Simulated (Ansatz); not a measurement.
# BW16: the cost of one run

All numbers below are computed with Ansatz 0.2.0 (DFT LDA, plane waves, PAW, scalar-relativistic, no spin polarisation).

## Step 1: The system as given

The cell holds 17 atoms (BW16): a = 6.320 Å, b = 6.320 Å, c = 6.320 Å, α = 90.00°, β = 90.00°, γ = 90.00°.

The coordinates stand in the first input below.

## Step 2: Preparing the start

The input, input.yaml:

```yaml
accuracy: low
crystal:
  lattice:
    - [6.32, 0.0, 0.0]
    - [0.0, 6.32, 0.0]
    - [0.0, 0.0, 6.32]
  atoms:
    - { symbol: W, position: [0.0, 0.0, 0.0] }
    - { symbol: W, position: [0.5, 0.0, 0.0] }
    - { symbol: W, position: [0.0, 0.5, 0.0] }
    - { symbol: W, position: [0.0, 0.0, 0.5] }
    - { symbol: W, position: [0.25, 0.25, 0.25] }
    - { symbol: W, position: [0.5, 0.5, 0.0] }
    - { symbol: W, position: [0.5, 0.0, 0.5] }
    - { symbol: W, position: [0.75, 0.25, 0.25] }
    - { symbol: W, position: [0.0, 0.5, 0.5] }
    - { symbol: W, position: [0.25, 0.75, 0.25] }
    - { symbol: W, position: [0.25, 0.25, 0.75] }
    - { symbol: W, position: [0.5, 0.5, 0.5] }
    - { symbol: W, position: [0.75, 0.75, 0.25] }
    - { symbol: W, position: [0.75, 0.25, 0.75] }
    - { symbol: W, position: [0.25, 0.75, 0.75] }
    - { symbol: W, position: [0.75, 0.75, 0.75] }
    - { symbol: B, position: [0.5065494, 0.3774415, 0.7368304] }
basis:
  ecutwfc: 420.0
kpoints:
  mp_grid: { grid: [2, 2, 2] }
hamiltonian:
  xc: lda
  pseudopotentials: { kind: paw, azcp: { folder: soft_1 } }
scf:
  occupations: { method: fermi_dirac, width: 0.05 }
  lower_state_search: "off"
relax:
  f_tol: 0.08
  max_steps: 25
  adjacent_minimum: "off"
```

Command:

```sh
$ ansatz run input.yaml --threads 2 --pin off --max-ram 5120MiB --backend cpu --events-out ev --progress --plain --runs-dir out
```

**Question.** How long does this run take on 2 threads of Intel Xeon Platinum 8259CL at 2.50GHz (Skylake/Cascade Lake), shared host, and how much memory does it need?

About 70 s, with a peak of 0.79 GiB.
